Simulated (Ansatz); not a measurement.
# C4H11Al: a ladder of functionals and wavefunction methods

Aim: compute C4H11Al with functionals from several rungs and with coupled cluster. The yardstick is the atomisation energy at the CCSD(T) limit.

The runs use Ansatz 0.2.0, Gaussian basis; functionals in def2-TZVPP, the program's frozen cores in correlated methods.

Levels to be run: LDA (SPW92), PBE-D4, revPBE-D4, BLYP-D4, r2SCAN-D4, B97M-V, PBE0-D4, B3LYP-D4, r2SCANh-D4, r2SCAN0-D4, HSE06-D4, BHLYP-D4, CAM-B3LYP-D4, LC-ωPBE, ωB97X-V, ωB97M-V, B2PLYP, PBE-QIDH; CCSD(T)/def2-SVP; CCSD(T)/def2-TZVPP; MP2/def2-QZVPP; extrapolation to the limit; RPA on PBE.

## (1) The relaxed structure

The geometry comes from an earlier relaxation with PBE0-D4 in a triple-zeta def2 set; it is a stationary point, not always the lowest conformer.

SMILES `C[C](C)(C)[AlH2]`, 16 atoms, charge 0, spin multiplicity 1.

Atoms are counted from 1 here; the program's logs count them from 0.

Bond lengths: C1–C2 1.530 Å, C1–H6 1.095 Å, C1–H7 1.100 Å, C1–H8 1.095 Å, C2–C3 1.530 Å, C2–C4 1.525 Å, C2–Al5 1.979 Å, C3–H9 1.095 Å, C3–H10 1.095 Å, C3–H11 1.100 Å, C4–H12 1.094 Å, C4–H13 1.094 Å, C4–H14 1.099 Å, Al5–H15 1.593 Å, Al5–H16 1.593 Å. Angles: C2–C1–H6 112.2°, C2–C1–H7 110.4°, C2–C1–H8 112.3°, H6–C1–H7 107.1°, H6–C1–H8 107.7°, H7–C1–H8 106.8°, C1–C2–C3 108.7°, C1–C2–C4 109.6°, C1–C2–Al5 108.6°, C3–C2–C4 109.5°, C3–C2–Al5 108.0°, C4–C2–Al5 112.3°, C2–C3–H9 112.4°, C2–C3–H10 112.2°, C2–C3–H11 110.3°, H9–C3–H10 107.8°, H9–C3–H11 106.8°, H10–C3–H11 107.1° and more.

Coordinates:

```
C    -0.5343    0.5807   -1.2958
C    -0.0114   -0.0298    0.0057
C     1.4515    0.3805    0.1886
C    -0.1089   -1.5503   -0.0676
Al   -1.0490    0.7183    1.5159
H    -0.4851    1.6742   -1.2890
H     0.0672    0.2353   -2.1491
H    -1.5710    0.2945   -1.5027
H     1.8967   -0.0537    1.0903
H     1.5729    1.4670    0.2460
H     2.0552    0.0328   -0.6622
H    -1.1385   -1.8905   -0.2126
H     0.2670   -2.0315    0.8402
H     0.4832   -1.9357   -0.9099
H    -1.0709    2.2984    1.7149
H    -1.8476   -0.2130    2.5315
```

## (2) LDA

This LDA is Slater exchange with PW92 correlation.

Input file in.yaml:

```yaml
crystal:
  periodic: [false, false, false]
  atoms:
    - {symbol: C, position_ang: [-0.534258, 0.580749, -1.295787]}
    - {symbol: C, position_ang: [-0.011434, -0.029821, 0.005710]}
    - {symbol: C, position_ang: [1.451493, 0.380538, 0.188578]}
    - {symbol: C, position_ang: [-0.108879, -1.550257, -0.067588]}
    - {symbol: Al, position_ang: [-1.048991, 0.718304, 1.515852]}
    - {symbol: H, position_ang: [-0.485121, 1.674212, -1.289031]}
    - {symbol: H, position_ang: [0.067229, 0.235272, -2.149077]}
    - {symbol: H, position_ang: [-1.571019, 0.294528, -1.502670]}
    - {symbol: H, position_ang: [1.896677, -0.053690, 1.090342]}
    - {symbol: H, position_ang: [1.572873, 1.466965, 0.246045]}
    - {symbol: H, position_ang: [2.055213, 0.032835, -0.662243]}
    - {symbol: H, position_ang: [-1.138544, -1.890514, -0.212641]}
    - {symbol: H, position_ang: [0.267031, -2.031458, 0.840230]}
    - {symbol: H, position_ang: [0.483230, -1.935662, -0.909870]}
    - {symbol: H, position_ang: [-1.070885, 2.298427, 1.714938]}
    - {symbol: H, position_ang: [-1.847617, -0.213027, 2.531515]}
basis:
  gaussian: {orbitals: def2-TZVPP}
hamiltonian: {xc: lda}
output: {orbitals: {seedname: orbitals}}
```

The run is started by

```console
> ansatz run in.yaml --threads 4 --pin off --events-out ev --progress --plain --max-ram 10444MiB
```

The runs that follow: PBE-D4 (GGA); revPBE-D4 (GGA); BLYP-D4 (GGA); r2SCAN-D4 (meta-GGA); B97M-V (meta-GGA); B3LYP-D4 (hybrid); r2SCANh-D4 (hybrid); r2SCAN0-D4 (hybrid); HSE06-D4 (hybrid); BHLYP-D4 (hybrid); CAM-B3LYP-D4 (range-separated); LC-ωPBE (range-separated); ωB97X-V (range-separated); ωB97M-V (range-separated); B2PLYP (double hybrid); PBE-QIDH (double hybrid); CCSD(T) in def2-SVP; CCSD(T) in def2-TZVPP; MP2 in def2-QZVPP; RPA on PBE orbitals.

**Question.** What will the summary of the whole plan be? Wanted: atomisation energy, CCSD(T)/CBS; farthest beyond LDA; mean size of error, GGA; mean size of error, meta-GGA; mean size of error, hybrid; mean size of error, range-separated; mean size of error, double hybrid; gap, smallest and largest; T1 diagnostic.

**Answer**, as computed:

| quantity | value |
| --- | --- |
| atomisation energy, CCSD(T)/CBS | 60.534 eV |
| functionals within 0.303 eV (0.5 %) | r2SCAN-D4, PBE0-D4, B3LYP-D4, r2SCANh-D4, HSE06-D4, CAM-B3LYP-D4, LC-ωPBE, ωB97X-V, ωB97M-V, PBE-QIDH |
| farthest beyond LDA | BHLYP-D4 (-1.082 eV) |
| mean size of error, GGA | 0.521 eV |
| mean size of error, meta-GGA | 0.202 eV |
| mean size of error, hybrid | 0.303 eV |
| mean size of error, range-separated | 0.163 eV |
| mean size of error, double hybrid | 0.426 eV |
| gap, smallest and largest | 3.48 eV (LDA (SPW92)), 10.26 eV (LC-ωPBE) |
| T1 diagnostic | 0.0092 |
| triples share of the correlation energy | 3.7 % |

What this shows: LDA overbinds by 7.384 eV (12 %). PBE-D4 misses by +0.604 eV. Double hybrids carry the basis error of their MP2 part in triple zeta, and no dispersion term here, so their miss is partly the set-up's. The rungs range-separated, meta-GGA miss on average by less than the doubt on the reference (0.303 eV), so they tie. The reference freezes the cores and leaves out relativity and excitations past (T), so misses under about 0.303 eV can't be ranked. Hartree-Fock recovers 76 % of the binding; the rest is correlation. CCSD(T) in def2-SVP is off by -2.272 eV, worse than the median functional, from the basis alone. The gap grows from 3.5 to 10.3 eV across the functionals, mostly with the share of exact exchange.
